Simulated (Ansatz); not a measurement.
# NiTe2: a single-point run

Aim: a sound single-point run of NiTe2. The structure is shown as the input types it. The cell is built on a prototype (3R-MoS2 type) and needn't be the phase found in nature.

Method: density functional or hybrid calculation with the settings of its input, plane waves (as first typed), in Ansatz 0.2.0.

### 1 The starting structure

Symmetry: R3m, No. 160, trigonal system. Conventional cell: a = 3.716 Å, b = 3.716 Å, c = 17.971 Å, α = 90.00°, β = 90.00°, γ = 120.00°. Ni (site symmetry 3m) has 6 Te at 2.58 to 2.59 Å as nearest neighbours. Te (site symmetry 3m) has 3 Ni at 2.59 Å and 1 Te at 2.89 Å as nearest neighbours. Around Te (site symmetry 3m) lie 3 Ni at 2.58 Å and 1 Te at 2.89 Å.

Structure file:

```cif
data_structure
_symmetry_space_group_name_H-M 'R3m:H'
_symmetry_Int_Tables_number 160
_cell_length_a 3.7157
_cell_length_b 3.7157
_cell_length_c 17.9714
_cell_angle_alpha 90.000
_cell_angle_beta 90.000
_cell_angle_gamma 120.000
_cell_volume 214.88
loop_
_atom_site_label
_atom_site_type_symbol
_atom_site_symmetry_multiplicity
_atom_site_Wyckoff_symbol
_atom_site_fract_x
_atom_site_fract_y
_atom_site_fract_z
_atom_site_occupancy
Ni1 Ni 3 a 0.66667 0.33333 0.33294 1
Te1 Te 3 a 0.33333 0.66667 0.08054 1
Te2 Te 3 a 0.00000 0.00000 0.25318 1
```

### 2 The run

input.yaml

```yaml
crystal:
  lattice:
    - [1.8578570444, 1.0726342647, 5.9904778563]
    - [-1.8578570444, 1.0726342647, 5.9904778563]
    - [0.0, -2.1452685293, 5.9904778563]
  atoms:
    - { symbol: Ni, position: [-0.0003927537, -0.0003927537, -0.0003927537] }
    - { symbol: Te, position: [0.4138772174, 0.4138772174, 0.4138772174] }
    - { symbol: Te, position: [0.253182203, 0.253182203, 0.253182203] }
kpoints:
  mp_grid: { grid: [0, 4, 4] }
hamiltonian:
  xc: pbe
scf:
  occupations: { method: fermi_dirac, width: 0.02 }
  n_extra_bands: 4
output:
  forces: true
  stress: true
  eigenvalues: true
```

Launch:

```sh
> ansatz run input.yaml --threads 4 --pin off --max-ram 3686MiB --backend cpu --events-out ev --progress --plain --runs-dir out
```

Q: Will this input give a usable result? If not, why, and what should change?

The run ended at the input check. The line that matters: «invalid value for `kpoints.mp_grid.grid`: each dimension must be in 1..=255»

Look at the input: kpoints.mp_grid.grid is [0, 4, 4]. The mesh can't be built from what was typed.

Remedy: set kpoints.mp_grid.grid to [6, 6, 6].
